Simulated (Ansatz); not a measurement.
**C3H8BNSi: a ladder of functionals and wavefunction methods**

Aim: compute C3H8BNSi with functionals from several rungs and with coupled cluster. The yardstick is the atomisation energy at the CCSD(T) limit.

Computed with Ansatz 0.2.0, Gaussian basis. Level: functionals in def2-TZVPP, the program's frozen cores in correlated methods.

The runs, in order: PBE-D4, r2SCAN-D4, PBE0-D4, B3LYP-D4, ωB97X-V, ωB97M-V, B2PLYP; CCSD(T)/def2-TZVPP; MP2/def2-QZVPP; extrapolation to the limit.

**1. The relaxed structure**

All runs share one geometry, relaxed beforehand with PBE0-D4 in a triple-zeta def2 set.

SMILES `C/N=C\B1C[SiH2]1`, 14 atoms, charge 0, spin multiplicity 1.

Atoms are counted from 1 here; the program's logs count them from 0.

Bond lengths: C1–N2 1.440 Å, C1–H7 1.093 Å, C1–H8 1.104 Å, C1–H9 1.094 Å, N2–C3 1.269 Å, C3–B4 1.552 Å, C3–H10 1.099 Å, B4–C5 1.504 Å, B4–Si6 1.922 Å, C5–Si6 1.979 Å, C5–H11 1.088 Å, C5–H12 1.093 Å, Si6–H13 1.485 Å, Si6–H14 1.479 Å. Angles: N2–C1–H7 109.4°, N2–C1–H8 113.9°, N2–C1–H9 109.3°, H7–C1–H8 108.8°, H7–C1–H9 106.9°, H8–C1–H9 108.2°, C1–N2–C3 117.1°, N2–C3–B4 128.2°, N2–C3–H10 115.6°, B4–C3–H10 116.2°, C3–B4–C5 132.6°, C3–B4–Si6 139.5°, C5–B4–Si6 69.3°, B4–C5–Si6 65.4°, B4–C5–H11 123.2°, B4–C5–H12 121.1°, Si6–C5–H11 138.1°, Si6–C5–H12 89.7° and more.

**2. PBE-D4 (GGA)**

in.yaml reads:

```yaml
crystal:
  periodic: [false, false, false]
  atoms:
    - {symbol: C, position_ang: [0.343108, -2.415056, 0.044760]}
    - {symbol: N, position_ang: [0.719107, -1.725663, -1.162273]}
    - {symbol: C, position_ang: [0.584306, -0.463646, -1.172126]}
    - {symbol: B, position_ang: [0.043761, 0.452351, -0.042391]}
    - {symbol: C, position_ang: [0.526252, 1.756376, 0.529865]}
    - {symbol: Si, position_ang: [-1.435403, 1.630713, 0.301674]}
    - {symbol: H, position_ang: [-0.310635, -3.255086, -0.204687]}
    - {symbol: H, position_ang: [-0.166682, -1.775049, 0.785506]}
    - {symbol: H, position_ang: [1.237319, -2.836435, 0.513817]}
    - {symbol: H, position_ang: [0.895809, 0.040022, -2.097977]}
    - {symbol: H, position_ang: [1.356151, 2.320744, 0.109233]}
    - {symbol: H, position_ang: [0.382831, 1.995958, 1.586501]}
    - {symbol: H, position_ang: [-2.193002, 2.287106, -0.793877]}
    - {symbol: H, position_ang: [-1.995922, 1.958564, 1.630775]}
basis:
  gaussian: {orbitals: def2-TZVPP}
hamiltonian: {xc: pbe, dispersion: d4}
output: {forces: true, orbitals: {seedname: orbitals}}
```

The run is started by

```bash
$ ansatz run in.yaml --threads 4 --pin off --events-out ev --progress --plain --max-ram 10444MiB
```

The log of the run, shortened:

```text
Functional definition: PBE
  name "PBE"
  cite "Perdew, Burke & Ernzerhof, Phys. Rev. Lett. 77, 3865 (1996) doi:10.1103/PhysRevLett.77.3865"
  parent pbe
[...]
1624 factors; their error is unknown
[...]
mean field -13273.68579109 eV, -487.7989555950 hartree, gradient 2.2e-5 eV, S^2 0.000000; 0 other end points of the search recorded, 0 dependent functions left out
[...]
reference -13273.68584208 eV, -487.7989574689 hartree; 26, 26 occupied and 283, 283 virtual orbitals, 1624 factors
Total energy: -13273.99089404 eV, -487.8101679219 hartree
Atom 0 at     0.343108    -2.415056     0.044760 Å, force    -0.015578    -0.049918     0.027609 eV/Å
Atom 1 at     0.719107    -1.725663    -1.162273 Å, force     0.180859    -0.748138    -0.269927 eV/Å
Atom 2 at     0.584306    -0.463646    -1.172126 Å, force    -0.162038     0.721551     0.138980 eV/Å
Atom 3 at     0.043761     0.452351    -0.042391 Å, force     0.090427    -0.182703    -0.079811 eV/Å
Atom 4 at     0.526252     1.756376     0.529865 Å, force     0.049103    -0.026696     0.013295 eV/Å
Atom 5 at    -1.435403     1.630713     0.301674 Å, force    -0.193234    -0.064706    -0.018339 eV/Å
Atom 6 at    -0.310635    -3.255086    -0.204687 Å, force    -0.126525    -0.192495    -0.042145 eV/Å
Atom 7 at    -0.166682    -1.775049     0.785506 Å, force    -0.115319     0.156189     0.189518 eV/Å
Atom 8 at     1.237319    -2.836435     0.513817 Å, force     0.173930    -0.099138     0.107010 eV/Å
Atom 9 at     0.895809     0.040022    -2.097977 Å, force     0.075741     0.136139    -0.212071 eV/Å
Atom 10 at     1.356151     2.320744     0.109233 Å, force     0.183755     0.116992    -0.079614 eV/Å
Atom 11 at     0.382831     1.995958     1.586501 Å, force    -0.015318     0.090649     0.197383 eV/Å
Atom 12 at    -2.193002     2.287106    -0.793877 Å, force    -0.077052     0.084651    -0.123360 eV/Å
Atom 13 at    -1.995922     1.958564     1.630775 Å, force    -0.048753     0.057623     0.151472 eV/Å
Dipole moment:    -0.107246     0.341319     0.331967 e Å
```

Wall time 3.1 s (4 threads of Arm Neoverse V2, shared host); peak memory 0.45 GiB.

With the free atoms at this level, -13217.930 eV in sum, the atomisation energy is 56.061 eV. HOMO -5.27 eV, LUMO -2.76 eV.

**3. r2SCAN-D4 (meta-GGA)**

Edit in.yaml of step 2 so:

```diff
@@ -19,3 +19,3 @@
   gaussian: {orbitals: def2-TZVPP}
-hamiltonian: {xc: pbe, dispersion: d4}
+hamiltonian: {xc: r2scan, dispersion: d4}
 output: {forces: true, orbitals: {seedname: orbitals}}
```

Same command.

The log of the run, shortened:

```text
Functional definition: r2SCAN
  name "r2SCAN"
  cite "Furness, Kaplan, Ning, Perdew & Sun, J. Phys. Chem. Lett. 11, 8208 (2020) doi:10.1021/acs.jpclett.0c02405"
  cite "Furness, Kaplan, Ning, Perdew & Sun, J. Phys. Chem. Lett. 11, 9248 (2020) doi:10.1021/acs.jpclett.0c03077"
  parent r2scan
[...]
1624 factors; their error is unknown
[...]
mean field -13281.02762151 eV, -488.0687628867 hartree, gradient 4.9e-5 eV, S^2 0.000000; 0 other end points of the search recorded, 0 dependent functions left out
[...]
reference -13281.02763648 eV, -488.0687634367 hartree; 26, 26 occupied and 283, 283 virtual orbitals, 1624 factors
Total energy: -13281.10749064 eV, -488.0716980232 hartree
Atom 0 at     0.343108    -2.415056     0.044760 Å, force    -0.041707    -0.105305     0.143113 eV/Å
Atom 1 at     0.719107    -1.725663    -1.162273 Å, force     0.103619    -0.339308    -0.199260 eV/Å
[...]
Atom 4 at     0.526252     1.756376     0.529865 Å, force    -0.019639     0.053805     0.093357 eV/Å
Atom 5 at    -1.435403     1.630713     0.301674 Å, force    -0.105888     0.054349     0.028861 eV/Å
Atom 6 at    -0.310635    -3.255086    -0.204687 Å, force     0.016113     0.000708     0.003744 eV/Å
Atom 7 at    -0.166682    -1.775049     0.785506 Å, force    -0.001668     0.008896     0.023937 eV/Å
Atom 8 at     1.237319    -2.836435     0.513817 Å, force    -0.014545    -0.002186    -0.002238 eV/Å
Atom 9 at     0.895809     0.040022    -2.097977 Å, force     0.009792     0.022346    -0.029041 eV/Å
Atom 10 at     1.356151     2.320744     0.109233 Å, force     0.006650    -0.007365     0.004012 eV/Å
Atom 11 at     0.382831     1.995958     1.586501 Å, force     0.039045     0.017112    -0.032817 eV/Å
Atom 12 at    -2.193002     2.287106    -0.793877 Å, force     0.010377    -0.002782     0.004864 eV/Å
Atom 13 at    -1.995922     1.958564     1.630775 Å, force     0.007250     0.003911    -0.020950 eV/Å
Dipole moment:    -0.110567     0.347908     0.338159 e Å
```

Run time: 6 s. Hardware: 4 threads of Arm Neoverse V2, shared host; peak memory 0.48 GiB.

Atomisation energy: 54.817 eV (free atoms -13226.290 eV, run apart). HOMO -5.51 eV, LUMO -2.53 eV.

**4. PBE0-D4 (hybrid)**

Edit in.yaml of step 3 so:

```diff
@@ -19,3 +19,3 @@
   gaussian: {orbitals: def2-TZVPP}
-hamiltonian: {xc: r2scan, dispersion: d4}
-output: {forces: true, orbitals: {seedname: orbitals}}
+hamiltonian: {xc: pbe0, dispersion: d4}
+output: {orbitals: {seedname: orbitals}}
```

The command is unchanged.

The log of the run:

```text
Functional definition: PBE0
  name "PBE0"
  cite "Adamo & Barone, J. Chem. Phys. 110, 6158 (1999) doi:10.1063/1.478522"
  cite "Perdew, Burke & Ernzerhof, Phys. Rev. Lett. 77, 3865 (1996) doi:10.1103/PhysRevLett.77.3865"
  parent pbe
  parameter a = 0.25
  parameter kappa = 0.804
  parameter beta = 0.06672455060314922
  exchange = (1 - a)*pbe_x(kappa = kappa, mu = beta*pi^2/3) + a*exact_x
  correlation = pbe_c(beta = beta)
1627 factors; their error is unknown
mean field evaluation 1: about -13263.3637 eV, gradient 6.9e1 eV
mean field evaluation 2: about -13251.3783 eV, gradient 9.2e1 eV
mean field evaluation 4: about -13274.8838 eV, gradient 8.0e0 eV
mean field evaluation 8: about -13275.0128 eV, gradient 1.4e-1 eV
mean field evaluation 16: about -13275.0248 eV, gradient 4.7e-4 eV
mean field -13275.02482630 eV, -487.8481642316 hartree, gradient 4.5e-5 eV, S^2 0.000000; 0 other end points of the search recorded, 0 dependent functions left out
reference -13275.02486382 eV, -487.8481656103 hartree; 26, 26 occupied and 283, 283 virtual orbitals, 1627 factors
Total energy: -13275.28438987 eV, -487.8577030167 hartree
```

Wall time 3.6 s (4 threads of Arm Neoverse V2, shared host); peak memory 0.86 GiB.

With the free atoms at this level, -13220.271 eV in sum, the atomisation energy is 55.014 eV. HOMO -6.54 eV, LUMO -1.83 eV.

**5. B3LYP-D4 (hybrid)**

B3LYP here takes the VWN-RPA correlation.

Edit in.yaml of step 4 so:

```diff
@@ -19,3 +19,3 @@
   gaussian: {orbitals: def2-TZVPP}
-hamiltonian: {xc: pbe0, dispersion: d4}
-output: {orbitals: {seedname: orbitals}}
+hamiltonian: {xc: {name: B3LYP}, dispersion: d4}
+output: {forces: true, orbitals: {seedname: orbitals}}
```

Same command.

The log of the run, shortened:

```text
Functional definition: B3LYP
  name "B3LYP"
  cite "Stephens, Devlin, Chabalowski & Frisch, J. Phys. Chem. 98, 11623 (1994) doi:10.1021/j100096a001"
  cite "Becke, Phys. Rev. A 38, 3098 (1988) doi:10.1103/PhysRevA.38.3098"
  cite "Lee, Yang & Parr, Phys. Rev. B 37, 785 (1988) doi:10.1103/PhysRevB.37.785"
  cite "Vosko, Wilk & Nusair, Can. J. Phys. 58, 1200 (1980) doi:10.1139/p80-159"
[...]
1627 factors; their error is unknown
[...]
mean field -13285.91015820 eV, -488.2481928005 hartree, gradient 8.8e-6 eV, S^2 0.000000; 0 other end points of the search recorded, 0 dependent functions left out
[...]
reference -13285.91048109 eV, -488.2482046667 hartree; 26, 26 occupied and 283, 283 virtual orbitals, 1627 factors
Total energy: -13286.39822810 eV, -488.2661290385 hartree
Atom 0 at     0.343108    -2.415056     0.044760 Å, force    -0.057485    -0.209567     0.230744 eV/Å
[...]
Atom 4 at     0.526252     1.756376     0.529865 Å, force     0.134253     0.044676     0.100990 eV/Å
Atom 5 at    -1.435403     1.630713     0.301674 Å, force    -0.251437     0.040603    -0.007119 eV/Å
Atom 6 at    -0.310635    -3.255086    -0.204687 Å, force     0.026329     0.035133     0.024668 eV/Å
Atom 7 at    -0.166682    -1.775049     0.785506 Å, force     0.030587    -0.063442    -0.029893 eV/Å
Atom 8 at     1.237319    -2.836435     0.513817 Å, force    -0.048350     0.013500    -0.007916 eV/Å
Atom 9 at     0.895809     0.040022    -2.097977 Å, force    -0.015670    -0.013537     0.048018 eV/Å
Atom 10 at     1.356151     2.320744     0.109233 Å, force    -0.042259    -0.035203     0.025531 eV/Å
Atom 11 at     0.382831     1.995958     1.586501 Å, force     0.068604    -0.018196    -0.094925 eV/Å
Atom 12 at    -2.193002     2.287106    -0.793877 Å, force     0.043900    -0.033435     0.070436 eV/Å
Atom 13 at    -1.995922     1.958564     1.630775 Å, force     0.023882    -0.016422    -0.097173 eV/Å
Dipole moment:    -0.138822     0.348886     0.336776 e Å
```

Run time: 6 s. Hardware: 4 threads of Arm Neoverse V2, shared host; peak memory 1 GiB.

Atomisation energy: 54.708 eV (free atoms -13231.690 eV, run apart). HOMO -6.34 eV, LUMO -1.99 eV.

**6. ωB97X-V (range-separated)**

Edit in.yaml of step 5 so:

```diff
@@ -19,3 +19,3 @@
   gaussian: {orbitals: def2-TZVPP}
-hamiltonian: {xc: {name: B3LYP}, dispersion: d4}
-output: {forces: true, orbitals: {seedname: orbitals}}
+hamiltonian: {xc: {name: wB97X-V}}
+output: {orbitals: {seedname: orbitals}}
```

Launched as before.

The log of the run, shortened:

```text
Functional definition: wB97X-V
  name "wB97X-V"
  cite "Mardirossian & Head-Gordon, Phys. Chem. Chem. Phys. 16, 9904 (2014) doi:10.1039/C3CP54374A"
  cite "Becke, J. Chem. Phys. 107, 8554 (1997) doi:10.1063/1.475007"
  cite "Vydrov & Van Voorhis, J. Chem. Phys. 133, 244103 (2010) doi:10.1063/1.3521275"
[...]
      + integral(e_c_pw_opposite_spin*poly(b97_u_opposite, cos0, cos1)) + vv10(b, c)
1627 factors; their error is unknown
413 factors; integrals over basis functions are off by at most 9.7e-6 eV
[...]
mean field -13282.16083680 eV, -488.1104077804 hartree, gradient 8.1e-5 eV, S^2 0.000000; 0 other end points of the search recorded, 0 dependent functions left out
reference -13282.16083433 eV, -488.1104076897 hartree; 26, 26 occupied and 283, 283 virtual orbitals, 1627 factors
Total energy: -13282.16083433 eV, -488.1104076897 hartree
```

It took 9.5 s on 4 threads of Arm Neoverse V2, shared host; peak memory 1.1 GiB.

Atomisation energy: 54.672 eV (free atoms -13227.488 eV, run apart). HOMO -8.80 eV, LUMO 0.36 eV.

**7. ωB97M-V (range-separated)**

Edit in.yaml of step 6 so:

```diff
@@ -19,3 +19,3 @@
   gaussian: {orbitals: def2-TZVPP}
-hamiltonian: {xc: {name: wB97X-V}}
-output: {orbitals: {seedname: orbitals}}
+hamiltonian: {xc: {name: wB97M-V}}
+output: {forces: true, orbitals: {seedname: orbitals}}
```

The command is unchanged.

The log of the run, shortened:

```text
Functional definition: wB97M-V
  name "wB97M-V"
  cite "Mardirossian & Head-Gordon, J. Chem. Phys. 144, 214110 (2016) doi:10.1063/1.4952647"
  cite "Becke, J. Chem. Phys. 107, 8554 (1997) doi:10.1063/1.475007"
  cite "Vydrov & Van Voorhis, J. Chem. Phys. 133, 244103 (2010) doi:10.1063/1.3521275"
  # Of w^i u^j: cxij and so on, Table III.
[...]
  gx(w, u) = 1 - cx + cx01*u + cx10*w
  gss(w, u) = css00 + css04*u^4 + css10*w + css20*w^2 + css43*w^4*u^3
  gos(w, u) = cos00 + cos10*w + (cos20 + cos21*u)*w^2 + (cos60 + cos61*u)*w^6
[...]
      + integral(e_c_pw_mod_opposite_spin*gos(b97_w_opposite, b97_u_opposite)) + vv10(b, c)
1627 factors; their error is unknown
413 factors; integrals over basis functions are off by at most 9.7e-6 eV
[...]
Atom 4 at     0.526252     1.756376     0.529865 Å, force     0.089810     0.045476    -0.016936 eV/Å
Atom 5 at    -1.435403     1.630713     0.301674 Å, force    -0.110023     0.037582     0.021442 eV/Å
Atom 6 at    -0.310635    -3.255086    -0.204687 Å, force     0.051594     0.084737     0.028275 eV/Å
Atom 7 at    -0.166682    -1.775049     0.785506 Å, force     0.043395    -0.066698    -0.063723 eV/Å
Atom 8 at     1.237319    -2.836435     0.513817 Å, force    -0.083823     0.045873    -0.039403 eV/Å
Atom 9 at     0.895809     0.040022    -2.097977 Å, force    -0.022797    -0.051573     0.073819 eV/Å
Atom 10 at     1.356151     2.320744     0.109233 Å, force    -0.067888    -0.060028     0.037078 eV/Å
Atom 11 at     0.382831     1.995958     1.586501 Å, force    -0.002435    -0.025052    -0.079607 eV/Å
Atom 12 at    -2.193002     2.287106    -0.793877 Å, force     0.093576    -0.059377     0.136230 eV/Å
Atom 13 at    -1.995922     1.958564     1.630775 Å, force     0.063260    -0.040393    -0.164489 eV/Å
Dipole moment:    -0.146443     0.349537     0.333796 e Å
```

Run time: 15 s. Hardware: 4 threads of Arm Neoverse V2, shared host; peak memory 1.3 GiB.

With the free atoms at this level, -13227.095 eV in sum, the atomisation energy is 54.719 eV. HOMO -8.68 eV, LUMO 0.17 eV.

**8. B2PLYP (double hybrid)**

Edit in.yaml of step 7 so:

```diff
@@ -19,3 +19,2 @@
   gaussian: {orbitals: def2-TZVPP}
-hamiltonian: {xc: {name: wB97M-V}}
-output: {forces: true, orbitals: {seedname: orbitals}}
+hamiltonian: {xc: {name: B2PLYP}}
```

The command is unchanged.

The log of the run, shortened:

```text
Functional definition: B2PLYP
  name "B2PLYP"
  cite "Grimme, J. Chem. Phys. 124, 034108 (2006) doi:10.1063/1.2148954"
  cite "Becke, Phys. Rev. A 38, 3098 (1988) doi:10.1103/PhysRevA.38.3098"
  cite "Lee, Yang & Parr, Phys. Rev. B 37, 785 (1988) doi:10.1103/PhysRevB.37.785"
[...]
1809 factors; integrals over basis functions are off by at most 1.0e-3 eV
[...]
mean field -13268.45547787 eV, -487.6067451295 hartree, gradient 4.6e-6 eV, S^2 0.000000; 0 other end points of the search recorded, 0 dependent functions left out
10 core orbitals not correlated: weight in the atoms' cores, before any rotation towards them, 1.000 or more for the frozen orbitals, at most 0.000 for the correlated occupied ones
reference -13268.45568019 eV, -487.6067525647 hartree; 16, 16 occupied and 283, 283 virtual orbitals, 1809 factors
second order -30.76969359 eV of doubles, -0.00000000 eV of singles
Total energy: -13276.76349746 eV, -487.9120592182 hartree
```

Wall time 7.5 s (4 threads of Arm Neoverse V2, shared host); peak memory 0.97 GiB.

Atomisation energy: 53.987 eV (free atoms -13222.776 eV, run apart).

**9. Orbital energies across the functionals**

Dipoles come from the runs that computed forces. Levels, from each run's orbital file:

```tsv
functional	HOMO (eV)	LUMO (eV)	gap (eV)	dipole (D)
PBE-D4	-5.27	-2.76	2.51	2.34
r2SCAN-D4	-5.51	-2.53	2.98	2.39
PBE0-D4	-6.54	-1.83	4.70	
B3LYP-D4	-6.34	-1.99	4.35	2.42
ωB97X-V	-8.80	0.36	9.16	
ωB97M-V	-8.68	0.17	8.85	2.43
```

**10. CCSD(T) in def2-TZVPP**

Edit in.yaml of step 8 so:

```diff
@@ -19,2 +19,2 @@
   gaussian: {orbitals: def2-TZVPP}
-hamiltonian: {xc: {name: B2PLYP}}
+correlation: {method: ccsd_t}
```

Launched as before.

The log of the run, shortened:

```text
Functional definition: HF
  name "HF"
  cite "Fock, Z. Phys. 61, 126 (1930) doi:10.1007/BF01340294"
  parent pbe
[...]
1809 factors; integrals over basis functions are off by at most 1.0e-3 eV
[...]
mean field -13233.07783147 eV, -486.3066406042 hartree, gradient 1.4e-6 eV, S^2 0.000000; 0 other end points of the search recorded, 0 dependent functions left out; unrestricted orbitals would lower it
[...]
10 core orbitals not correlated: weight in the atoms' cores, before any rotation towards them, 1.000 or more for the frozen orbitals, at most 0.000 for the correlated occupied ones
reference -13233.07783147 eV, -486.3066406042 hartree; 16, 16 occupied and 283, 283 virtual orbitals, 1809 factors
second order -25.06014579 eV of doubles, -0.00000000 eV of singles
cycle   1  -25.66140032 eV  change   -6.0e-1 eV  update   1.2e-1
[...]
cycle  11  -26.50953937 eV  change    3.7e-6 eV  update   3.4e-5
perturbative correction -1.25265412 eV, -0.0460341900 hartree
Total energy: -13260.84002497 eV, -487.3268823974 hartree
```

Wall time 17 min (4 threads of Arm Neoverse V2, shared host); peak memory 4.2 GiB.

**11. MP2 in def2-QZVPP**

Edit in.yaml of step 10 so:

```diff
@@ -18,3 +18,3 @@
 basis:
-  gaussian: {orbitals: def2-TZVPP}
-correlation: {method: ccsd_t}
+  gaussian: {orbitals: "def2-QZVPP.json"}
+correlation: {method: mp2}
```

Launched as before.

The log of the run:

```text
Functional definition: HF
  name "HF"
  cite "Fock, Z. Phys. 61, 126 (1930) doi:10.1007/BF01340294"
  parent pbe
  exchange = exact_x
  correlation = 0
3534 factors; integrals over basis functions are off by at most 1.1e-3 eV
mean field evaluation 1: about -13227.8562 eV, gradient 4.3e1 eV
mean field evaluation 2: about -13228.0300 eV, gradient 4.3e1 eV
mean field evaluation 4: about -13233.4415 eV, gradient 5.4e0 eV
mean field evaluation 8: about -13233.5587 eV, gradient 4.4e-1 eV
mean field evaluation 16: about -13233.5602 eV, gradient 2.6e-6 eV
mean field -13233.56023548 eV, -486.3243686245 hartree, gradient 2.6e-6 eV, S^2 0.000000; 0 other end points of the search recorded, 0 dependent functions left out; unrestricted orbitals would lower it
10 core orbitals not correlated: weight in the atoms' cores, before any rotation towards them, 1.000 or more for the frozen orbitals, at most 0.000 for the correlated occupied ones
reference -13233.56023548 eV, -486.3243686245 hartree; 16, 16 occupied and 569, 569 virtual orbitals, 3534 factors
second order -26.69145038 eV of doubles, -0.00000000 eV of singles
Total energy: -13260.25168586 eV, -487.3052613338 hartree
```

Wall time 41 s (4 threads of Arm Neoverse V2, shared host); peak memory 5 GiB.

The pieces so far (eV):

```tsv
basis	HF	MP2 correlation	CCSD correlation	(T)	total
def2-TZVPP	-13233.0778	-25.0601	-26.5095	-1.2527	-13260.8400
def2-QZVPP	-13233.5602	-26.6915			-13260.2517 (MP2)
```

The report of the def2-TZVPP run gives T1 = 0.0139.

**12. The basis-set limit**

No new run: Hartree-Fock is extrapolated as exp(−7.88√X) and correlation as X^−2.97, with X = 3 and 4; only MP2 was run in the larger set, so CCSD(T) minus MP2 is added from the smaller one.

```tsv
level	energy at the limit (eV)
HF	-13233.6267
MP2	-13261.5265
CCSD	-13262.9759
CCSD(T)	-13264.2286
```

**13. The ladder**

Free atoms (3 C, 1 N, 1 B, 1 Si, 8 H) were run apart at each level; the atomisation energy is their sum less the molecule, without zero-point or spin-orbit terms.

Differences are taken before rounding.

```tsv
method	rung	atoms, summed (eV)	atomisation energy (eV)	from CCSD(T)/CBS (eV)	time
PBE-D4	GGA	-13217.930	56.061	+1.784	3.1 s
r2SCAN-D4	meta-GGA	-13226.290	54.817	+0.539	6 s
PBE0-D4	hybrid	-13220.271	55.014	+0.736	3.6 s
B3LYP-D4	hybrid	-13231.690	54.708	+0.430	6 s
ωB97X-V	range-separated	-13227.488	54.672	+0.395	9.5 s
ωB97M-V	range-separated	-13227.095	54.719	+0.441	15 s
B2PLYP	double hybrid	-13222.776	53.987	-0.291	7.5 s
HF/def2-TZVPP	wavefunction	-13193.763	39.315	-14.963	
MP2/def2-TZVPP	wavefunction	-13204.450	53.688	-0.589	
CCSD/def2-TZVPP	wavefunction	-13207.617	51.971	-2.307	
CCSD(T)/def2-TZVPP	wavefunction	-13207.947	52.893	-1.385	17 min
MP2/CBS	wavefunction	-13206.453	55.074	+0.796	
CCSD(T)/CBS	wavefunction	-13209.951	54.278	0	18 min
```

Among the levels timed on like hardware and quicker than the yardstick, those that no quicker one beats, quickest first: PBE-D4 (3.1 s, +1.784 eV); PBE0-D4 (3.6 s, +0.736 eV); B3LYP-D4 (6 s, +0.430 eV); B2PLYP (7.5 s, -0.291 eV).

B2PLYP carry no dispersion term (for B3LYP, D4 adds 0.488 eV).

Times are those of the molecule's run; HF, MP2 and CCSD come out of the CCSD(T) runs, and the limit's time is the sum of the runs that it needs.

**14. Outcome**

| quantity | value |
| --- | --- |
| atomisation energy, CCSD(T)/CBS | 54.278 eV |
| functionals within 0.271 eV (0.5 %) | none; nearest B2PLYP (-0.291 eV) |
| farthest | PBE-D4 (+1.784 eV) |
| mean size of error, hybrid | 0.583 eV |
| mean size of error, range-separated | 0.418 eV |
| gap, smallest and largest | 2.51 eV (PBE-D4), 9.16 eV (ωB97X-V) |
| T1 diagnostic | 0.0139 |
| triples share of the correlation energy | 4.5 % |

What this shows: PBE-D4 is off by +1.784 eV. Double hybrids carry the basis error of their MP2 part in triple zeta, and no dispersion term here, so their miss is partly the set-up's. Misses under about 0.271 eV are within the doubt on the reference itself, which lacks core-valence correlation, relativity and higher excitations. Hartree-Fock recovers 72 % of the binding; the rest is correlation. Orbital gaps span 2.5 to 9.2 eV; exact exchange widens them. The restricted reference is unstable towards a spin-broken one.

For cost: B2PLYP gets within 0.291 eV in 7.5 s, where CCSD(T)/CBS took 18 min; the quickest level in the cost chart, PBE-D4, takes 3.1 s and misses by 1.784 eV.
